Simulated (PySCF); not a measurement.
# A gas-phase reaction: Cl2H2OSi + F2 → Cl2FHOSi + FH

Wanted: the reaction energy for `O[SiH](Cl)Cl` + `FF` → `O[Si](F)(Cl)Cl` + `F`.

Programs: PySCF 2.14.0. All values are calculated, for the isolated system unless a continuum is named. Atoms count from 0, parts from 1.

## Step 1: The system as given

Each species was relaxed by itself at PBE0-D3(BJ)/def2-SVPD.

## Step 2: Energies of the species: wB97M-D3(BJ)/def2-TZVPD

What the job is given:

```
{"job": {"kind": "react", "xc": "wB97M-D3(BJ)", "basis": "def2-TZVPD"}, "charge": 0, "multiplicity": 1}
-1 Cl2H2OSi charge 0 multiplicity 1
O     -0.590720    -0.287910     1.231200
Si    -0.123560     0.295530    -0.234390
Cl    -0.270140    -1.158900    -1.689670
Cl     1.844400     0.912280    -0.191130
H     -0.123270    -1.032340     1.619970
H     -1.002750     1.429070    -0.562550

-1 F2 charge 0 multiplicity 1
F      0.687980    -0.034320     0.015330
F     -0.687980     0.034320    -0.015340

+1 Cl2FHOSi charge 0 multiplicity 1
O     -0.988690     0.575240    -0.732420
Si     0.165100    -0.025380     0.254970
F     -0.305610    -1.423720     0.910150
Cl     0.459270     1.323070     1.740400
Cl     1.905600    -0.416040    -0.738480
H     -1.245720     0.080290    -1.515140

+1 FH charge 0 multiplicity 1
F      0.458490    -0.030350     0.023410
H     -0.458490     0.030360    -0.023410
```

Method: wB97M-D3(BJ)/def2-TZVPD reaction energy of separated species, gas phase.

Command:

```sh
$ OMP_NUM_THREADS=1 python cluster_run.py task.json out
```

This one command runs all jobs of the session in turn.

The program printed:

```text
species 1 (Cl2H2OSi)
coarse grid: 29168 points
cycle   1  E = -1286.5991338257  dE =  3.659e-01  |g| = 7.195e-01  |ddm| = 1.888e+00
cycle   2  E = -1286.5989323800  dE =  2.014e-04  |g| = 7.918e-01  |ddm| = 9.178e-01
cycle   3  E = -1286.7065958628  dE = -1.077e-01  |g| = 6.144e-02  |ddm| = 4.616e-01
cycle   4  E = -1286.7073336340  dE = -7.378e-04  |g| = 2.960e-02  |ddm| = 7.366e-02
cycle   5  E = -1286.7075144827  dE = -1.808e-04  |g| = 3.874e-03  |ddm| = 2.241e-02
cycle   6  E = -1286.7075223686  dE = -7.886e-06  |g| = 1.060e-03  |ddm| = 8.854e-03
final grid: 57376 points
cycle   7  E = -1286.7074080558  dE = -4.849e-07  |g| = 6.110e-04  |ddm| = 2.365e-03
cycle   8  E = -1286.7074081313  dE = -7.553e-08  |g| = 4.789e-04  |ddm| = 9.011e-04
cycle   9  E = -1286.7074081821  dE = -5.084e-08  |g| = 8.293e-05  |ddm| = 3.101e-04
cycle  10  E = -1286.7074081852  dE = -3.015e-09  |g| = 4.741e-05  |ddm| = 1.127e-04
cycle  11  E = -1286.7074081861  dE = -9.177e-10  |g| = 1.391e-05  |ddm| = 8.090e-05
converged SCF energy = -1286.7074081861

species 2 (F2)
coarse grid: 10600 points
cycle   1  E = -199.6113041878  dE =  1.194e-02  |g| = 3.458e-01  |ddm| = 1.052e+00
cycle   2  E = -199.6264103058  dE = -1.511e-02  |g| = 1.647e-01  |ddm| = 1.842e-01
cycle   3  E = -199.6293683780  dE = -2.958e-03  |g| = 2.217e-02  |ddm| = 5.435e-02
cycle   4  E = -199.6294299575  dE = -6.158e-05  |g| = 8.600e-03  |ddm| = 1.161e-02
cycle   5  E = -199.6294408071  dE = -1.085e-05  |g| = 7.501e-04  |ddm| = 4.105e-03
cycle   6  E = -199.6294409455  dE = -1.383e-07  |g| = 3.049e-05  |ddm| = 6.348e-04
final grid: 23208 points
cycle   7  E = -199.6294274928  dE = -2.256e-09  |g| = 2.069e-05  |ddm| = 1.233e-04
cycle   8  E = -199.6294274928  dE = -7.464e-11  |g| = 1.070e-05  |ddm| = 1.704e-05
converged SCF energy = -199.6294274928

species 3 (Cl2FHOSi)
coarse grid: 32000 points
cycle   1  E = -1385.9487619092  dE =  5.952e-01  |g| = 8.549e-01  |ddm| = 2.068e+00
cycle   2  E = -1385.9472818991  dE =  1.480e-03  |g| = 9.487e-01  |ddm| = 1.080e+00
cycle   3  E = -1386.0872461507  dE = -1.400e-01  |g| = 5.284e-02  |ddm| = 5.265e-01
cycle   4  E = -1386.0877810645  dE = -5.349e-04  |g| = 2.651e-02  |ddm| = 6.523e-02
cycle   5  E = -1386.0879233218  dE = -1.423e-04  |g| = 4.514e-03  |ddm| = 2.018e-02
cycle   6  E = -1386.0879300818  dE = -6.760e-06  |g| = 9.408e-04  |ddm| = 6.992e-03
final grid: 63608 points
cycle   7  E = -1386.0878706198  dE = -3.997e-07  |g| = 6.165e-04  |ddm| = 2.902e-03
cycle   8  E = -1386.0878706561  dE = -3.632e-08  |g| = 5.587e-04  |ddm| = 8.510e-04
cycle   9  E = -1386.0878707105  dE = -5.439e-08  |g| = 8.206e-05  |ddm| = 3.048e-04
cycle  10  E = -1386.0878707122  dE = -1.699e-09  |g| = 3.274e-05  |ddm| = 7.577e-05
cycle  11  E = -1386.0878707126  dE = -4.457e-10  |g| = 9.605e-06  |ddm| = 5.046e-05
converged SCF energy = -1386.0878707126

species 4 (FH)
coarse grid: 7776 points
cycle   1  E = -100.4688226515  dE = -9.407e-02  |g| = 4.644e-01  |ddm| = 6.197e-01
cycle   2  E = -100.4725039861  dE = -3.681e-03  |g| = 5.038e-01  |ddm| = 3.808e-01
cycle   3  E = -100.5053173449  dE = -3.281e-02  |g| = 2.574e-02  |ddm| = 1.678e-01
cycle   4  E = -100.5053933223  dE = -7.598e-05  |g| = 5.006e-03  |ddm| = 1.077e-02
cycle   5  E = -100.5053979633  dE = -4.641e-06  |g| = 4.334e-04  |ddm| = 3.766e-03
final grid: 16976 points
cycle   6  E = -100.5053931162  dE = -6.401e-08  |g| = 1.043e-04  |ddm| = 8.204e-04
cycle   7  E = -100.5053931196  dE = -3.454e-09  |g| = 7.784e-05  |ddm| = 2.167e-04
cycle   8  E = -100.5053931204  dE = -7.946e-10  |g| = 2.107e-05  |ddm| = 3.714e-05
converged SCF energy = -100.5053931204

Reaction energy = -160.963 kcal/mol
```

Run time: 25 s. Hardware: 1 thread of Arm Neoverse V2, shared host; peak memory 0.76 GiB.

Species by species (with the dispersion term, which the log's SCF energies lack):

```
 ν         species  energy (Eh)  HOMO (eV)
-1    O[SiH](Cl)Cl  -1286.71415     -11.59
-1              FF   -199.62975     -14.36
+1  O[Si](F)(Cl)Cl  -1386.09478     -11.97
+1               F   -100.50563     -14.54
```

## Step 3: Energies of the species: PBE0-D3(BJ)/def2-TZVPD

Settings changed since step 2:

```diff
@@ -1,2 +1,2 @@
-{"job": {"kind": "react", "xc": "wB97M-D3(BJ)", "basis": "def2-TZVPD"}, "charge": 0, "multiplicity": 1}
+{"job": {"kind": "react", "xc": "PBE0", "basis": "def2-TZVPD", "disp": "d3bj"}, "charge": 0, "multiplicity": 1}
 -1 Cl2H2OSi charge 0 multiplicity 1
```

Level: PBE0-D3(BJ)/def2-TZVPD reaction energy of separated species, gas phase.

The program printed:

```text
species 1 (Cl2H2OSi)
coarse grid: 7200 points
cycle   1  E = -1285.9474846955  dE =  3.757e-01  |g| = 7.342e-01  |ddm| = 1.961e+00
cycle   2  E = -1285.7926007222  dE =  1.549e-01  |g| = 1.173e+00  |ddm| = 1.130e+00
cycle   3  E = -1286.0441677010  dE = -2.516e-01  |g| = 1.023e-01  |ddm| = 7.334e-01
cycle   4  E = -1286.0462140717  dE = -2.046e-03  |g| = 4.274e-02  |ddm| = 1.131e-01
cycle   5  E = -1286.0465649773  dE = -3.509e-04  |g| = 8.862e-03  |ddm| = 3.502e-02
cycle   6  E = -1286.0465835415  dE = -1.856e-05  |g| = 3.058e-03  |ddm| = 8.629e-03
cycle   7  E = -1286.0465858425  dE = -2.301e-06  |g| = 3.109e-04  |ddm| = 2.079e-03
final grid: 57376 points
cycle   8  E = -1286.0479452126  dE = -2.224e-05  |g| = 5.316e-03  |ddm| = 2.135e-02
cycle   9  E = -1286.0479401755  dE =  5.037e-06  |g| = 7.203e-03  |ddm| = 7.076e-03
cycle  10  E = -1286.0479490911  dE = -8.916e-06  |g| = 9.514e-04  |ddm| = 4.408e-03
cycle  11  E = -1286.0479492292  dE = -1.382e-07  |g| = 1.291e-04  |ddm| = 5.743e-04
cycle  12  E = -1286.0479492327  dE = -3.483e-09  |g| = 4.491e-05  |ddm| = 1.490e-04
cycle  13  E = -1286.0479492332  dE = -5.127e-10  |g| = 1.130e-05  |ddm| = 3.986e-05
converged SCF energy = -1286.0479492332

species 2 (F2)
coarse grid: 2176 points
cycle   1  E = -199.3949353888  dE =  9.180e-02  |g| = 2.763e-01  |ddm| = 1.052e+00
cycle   2  E = -199.4014636053  dE = -6.528e-03  |g| = 1.374e-01  |ddm| = 1.363e-01
cycle   3  E = -199.4037782980  dE = -2.315e-03  |g| = 2.290e-02  |ddm| = 5.059e-02
cycle   4  E = -199.4038413004  dE = -6.300e-05  |g| = 8.080e-03  |ddm| = 1.132e-02
cycle   5  E = -199.4038495055  dE = -8.205e-06  |g| = 1.817e-04  |ddm| = 3.279e-03
final grid: 23208 points
cycle   6  E = -199.4096318655  dE = -7.856e-06  |g| = 1.276e-03  |ddm| = 8.106e-03
cycle   7  E = -199.4096319182  dE = -5.273e-08  |g| = 1.047e-03  |ddm| = 8.953e-04
cycle   8  E = -199.4096320583  dE = -1.401e-07  |g| = 7.280e-05  |ddm| = 4.313e-04
cycle   9  E = -199.4096320590  dE = -6.806e-10  |g| = 1.925e-05  |ddm| = 3.104e-05
converged SCF energy = -199.4096320590

species 3 (Cl2FHOSi)
coarse grid: 7664 points
cycle   1  E = -1385.1831804641  dE =  6.046e-01  |g| = 8.711e-01  |ddm| = 2.157e+00
cycle   2  E = -1385.0082608089  dE =  1.749e-01  |g| = 1.348e+00  |ddm| = 1.291e+00
cycle   3  E = -1385.3108190996  dE = -3.026e-01  |g| = 8.229e-02  |ddm| = 8.012e-01
cycle   4  E = -1385.3120771965  dE = -1.258e-03  |g| = 3.891e-02  |ddm| = 9.397e-02
cycle   5  E = -1385.3123338668  dE = -2.567e-04  |g| = 1.025e-02  |ddm| = 3.052e-02
cycle   6  E = -1385.3123529401  dE = -1.907e-05  |g| = 3.536e-03  |ddm| = 7.771e-03
cycle   7  E = -1385.3123547811  dE = -1.841e-06  |g| = 9.450e-04  |ddm| = 1.987e-03
final grid: 63608 points
cycle   8  E = -1385.3165771816  dE = -3.220e-05  |g| = 5.241e-03  |ddm| = 2.611e-02
cycle   9  E = -1385.3165731948  dE =  3.987e-06  |g| = 6.697e-03  |ddm| = 7.028e-03
cycle  10  E = -1385.3165809947  dE = -7.800e-06  |g| = 1.002e-03  |ddm| = 4.198e-03
cycle  11  E = -1385.3165811513  dE = -1.566e-07  |g| = 1.725e-04  |ddm| = 6.057e-04
cycle  12  E = -1385.3165811571  dE = -5.767e-09  |g| = 7.416e-05  |ddm| = 1.826e-04
cycle  13  E = -1385.3165811582  dE = -1.157e-09  |g| = 1.154e-05  |ddm| = 4.702e-05
cycle  14  E = -1385.3165811583  dE = -2.274e-11  |g| = 4.667e-06  |ddm| = 1.014e-05
converged SCF energy = -1385.3165811583

species 4 (FH)
coarse grid: 1712 points
cycle   1  E = -100.3540746732  dE = -3.604e-02  |g| = 4.957e-01  |ddm| = 6.253e-01
cycle   2  E = -100.3145585143  dE =  3.952e-02  |g| = 7.430e-01  |ddm| = 5.125e-01
cycle   3  E = -100.3937961545  dE = -7.924e-02  |g| = 2.284e-02  |ddm| = 2.892e-01
cycle   4  E = -100.3938717180  dE = -7.556e-05  |g| = 4.204e-03  |ddm| = 9.787e-03
cycle   5  E = -100.3938737015  dE = -1.984e-06  |g| = 3.554e-04  |ddm| = 1.247e-03
final grid: 16976 points
cycle   6  E = -100.3948393948  dE = -1.851e-05  |g| = 3.981e-03  |ddm| = 7.447e-03
cycle   7  E = -100.3948374879  dE =  1.907e-06  |g| = 5.473e-03  |ddm| = 3.339e-03
cycle   8  E = -100.3948415391  dE = -4.051e-06  |g| = 9.984e-05  |ddm| = 2.004e-03
cycle   9  E = -100.3948415404  dE = -1.293e-09  |g| = 1.784e-05  |ddm| = 3.943e-05
cycle  10  E = -100.3948415404  dE = -4.812e-11  |g| = 3.048e-06  |ddm| = 1.028e-05
converged SCF energy = -100.3948415404

Reaction energy = -159.371 kcal/mol
```

Run time: 14 s. Hardware: 1 thread of Arm Neoverse V2, shared host; peak memory 0.65 GiB.

Reaction energy at this level: -159.4 kcal/mol.

## Step 4: Comparing the runs

Energies in kcal/mol, with wall time:

```
                    run  reaction  time
wB97M-D3(BJ)/def2-TZVPD    -161.0  25 s
 PBE0-D3(BJ)/def2-TZVPD    -159.4  14 s
```

## Step 5: Summary of results

| quantity | value |
| --- | --- |
| reaction energy (wB97M-D3(BJ)/def2-TZVPD) | -161.0 kcal/mol |
| ΔH, ΔG at 298 K (xTB thermal terms) | -159.5, -158.8 kcal/mol |
| range of the reaction energy over the runs of this table | -161.0 to -159.4 kcal/mol |

**Reading.** The reaction is exothermic by 159.5 kcal/mol in the gas phase; dispersion gives -0.05, and xTB itself gave -109.9 for the electronic energy (xTB energies and thermal terms come from the earlier relaxation of each species, not shown). No barrier was sought. xTB and this level differ widely in the electronic energy, so what comes from xTB (the thermal terms above all) is less safe here. The reaction energy runs from -161.0 (wB97M-D3(BJ)/def2-TZVPD) to -159.4 kcal/mol (PBE0-D3(BJ)/def2-TZVPD).
